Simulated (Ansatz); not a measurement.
**CH6SeSi2: geometry optimisation**

The task: find the minimum of CH6SeSi2 nearest to the start.

Program: Ansatz 0.2.0. Level of theory: RHF/def2-SVP. These are calculated values, not measurements.

## Step 1: The system as given

SMILES `C1[SiH2][Se][SiH2]1`, 10 atoms, charge 0, spin multiplicity 1.

Atoms are counted from 1 here; the program's logs count them from 0.

Bond lengths: C1–Si2 1.904 Å, C1–Si4 1.904 Å, C1–H5 1.109 Å, C1–H6 1.109 Å, Si2–Se3 2.322 Å, Si2–H7 1.505 Å, Si2–H8 1.505 Å, Se3–Si4 2.322 Å, Si4–H9 1.505 Å, Si4–H10 1.505 Å. Angles: Si2–C1–Si4 94.9°, Si2–C1–H5 113.3°, Si2–C1–H6 113.2°, Si4–C1–H5 113.4°, Si4–C1–H6 113.1°, H5–C1–H6 108.6°, C1–Si2–Se3 95.3°, C1–Si2–H7 113.9°, C1–Si2–H8 114.1°, Se3–Si2–H7 112.4°, Se3–Si2–H8 112.4°, H7–Si2–H8 108.4°, Si2–Se3–Si4 74.4°, C1–Si4–Se3 95.3°, C1–Si4–H9 114.0°, C1–Si4–H10 113.9°, Se3–Si4–H9 112.4°, Se3–Si4–H10 112.4° and more.

Coordinates:

```xyz
10

C    -0.56557    0.43288   -0.59441
Si   -0.25157   -1.40958   -0.23021
Se    1.34890   -1.03598    1.41037
Si    0.69983    1.06987    0.67804
H    -0.32441    0.72096   -1.63743
H    -1.60397    0.75055   -0.37106
H     0.29793   -2.17890   -1.40162
H    -1.45411   -2.14423    0.29911
H     0.09650    1.90012    1.77929
H     1.83977    1.84311    0.07092
```

## Step 2: Relaxation

input.yaml reads:

```yaml
crystal:
  periodic: [false, false, false]
  atoms:
    - { symbol: C, position_ang: [-0.565572, 0.432882, -0.594408] }
    - { symbol: Si, position_ang: [-0.251569, -1.409577, -0.230207] }
    - { symbol: Se, position_ang: [1.348901, -1.035976, 1.410368] }
    - { symbol: Si, position_ang: [0.699829, 1.069867, 0.678042] }
    - { symbol: H, position_ang: [-0.324406, 0.720957, -1.637435] }
    - { symbol: H, position_ang: [-1.603974, 0.750548, -0.371063] }
    - { symbol: H, position_ang: [0.297928, -2.178901, -1.401616] }
    - { symbol: H, position_ang: [-1.45411, -2.144229, 0.29911] }
    - { symbol: H, position_ang: [0.096498, 1.90012, 1.77929] }
    - { symbol: H, position_ang: [1.839774, 1.843108, 0.070918] }
basis:
  gaussian: { orbitals: def2-SVP }
hamiltonian:
  xc: hf
output:
  forces: true
relax:
  f_tol: 0.003
  max_steps: 120
```

Run with:

```console
$ ansatz run input.yaml --threads 1 --pin off --max-ram 2560MiB --backend cpu --events-out ev --progress --plain --runs-dir out
```

**Question.** What will these runs give? Wanted: energy gained; root mean square move; dipole moment.

As calculated:

```
             quantity      value
        energy gained  0.0483 eV
root mean square move    0.022 Å
        dipole moment     2.44 D
```

**Reading.** Bond lengths: C1–Si2 1.899 Å, C1–Si4 1.899 Å, C1–H5 1.092 Å, C1–H6 1.092 Å, Si2–Se3 2.312 Å, Si2–H7 1.478 Å, Si2–H8 1.478 Å, Se3–Si4 2.312 Å, Si4–H9 1.478 Å, Si4–H10 1.478 Å. Angles: Si2–C1–Si4 96.4°, Si2–C1–H5 113.1°, Si2–C1–H6 113.0°, Si4–C1–H5 113.1°, Si4–C1–H6 113.0°, H5–C1–H6 108.1°, C1–Si2–Se3 94.0°, C1–Si2–H7 114.2°, C1–Si2–H8 114.2°, Se3–Si2–H7 112.6°, Se3–Si2–H8 112.6°, H7–Si2–H8 108.7°, Si2–Se3–Si4 75.5°, C1–Si4–Se3 94.0°, C1–Si4–H9 114.2°, C1–Si4–H10 114.2°, Se3–Si4–H9 112.6°, Se3–Si4–H10 112.6° and more. No frequencies were computed here.
